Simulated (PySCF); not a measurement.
# GaBr: a composite coupled-cluster curve

An exercise on one series of results from a longer session: the logs are not shown, and one member is left open.

Program: PySCF 2.14.0. Level of theory: CCSD(T) on RHF, scalar-relativistic core potentials. These are calculated values, not measurements.

2 further runs of the same task are left out: 2 set aside as unsound or not needed.

The first run:

```
molecule             : GaBr
state                : singlet, unpaired electrons none
smaller basis        : Ga cc-pwCVDZ-PP with ECP10, Br aug-cc-pVDZ-PP with ECP10
larger basis         : Ga cc-pwCVTZ-PP with ECP10, Br aug-cc-pVTZ-PP with ECP10
frozen core orbitals : 13
extrapolation        : correlation as n⁻³ (n = 2, 3), Hartree–Fock as (n+1)·exp(−9√n)
corrections          : none
distances (Å)        : 2.1001, 2.1955, 2.2910, 2.3865, 2.4819, 2.6012, 2.7206
masses (u)           : 68.9256, 78.9183
dissociation limit   : Ga + Br
```

The run is started by

```
> OMP_NUM_THREADS=4 python comp.py task.json out
```

One table of the session follows, with a row left open; its other results are not shown here.

Parts of the energy along the bond, in eV from Ga + Br:

| R (Å) | HF/CBS | CCSD corr. | (T) |
| --- | --- | --- | --- |
| 2.1001 | -2.624 | -1.085 | -0.1441 |
| 2.1955 | ? | ? | ? |
| 2.2910 | -3.139 | -1.013 | -0.1444 |
| 2.3865 | -3.189 | -0.984 | -0.1448 |
| 2.4819 | -3.156 | -0.958 | -0.1451 |
| 2.6012 | -3.039 | -0.929 | -0.1452 |
| 2.7206 | -2.868 | -0.902 | -0.1450 |

Estimate the missing values for R (Å) = 2.1955.

Worked estimate for «HF/CBS». A straight line through the neighbours (2.1001, -2.624) and (2.2910, -3.139) gives -2.624 + (-3.139 + 2.624) × (2.1955 − 2.1001) / (2.2910 − 2.1001) = -2.881; a parabola fitted to 3 rows on both sides gives -2.951.

The run gave: HF/CBS: -2.968; CCSD corr.: -1.046; (T): -0.1441. In «HF/CBS» the line misses by +0.087 and the parabola by +0.017.

To keep in mind: Spin–orbit coupling, core–valence correlation and excitations beyond (T) are left out. An extrapolation from double and triple zeta is rough, so this isn't yet the limit.
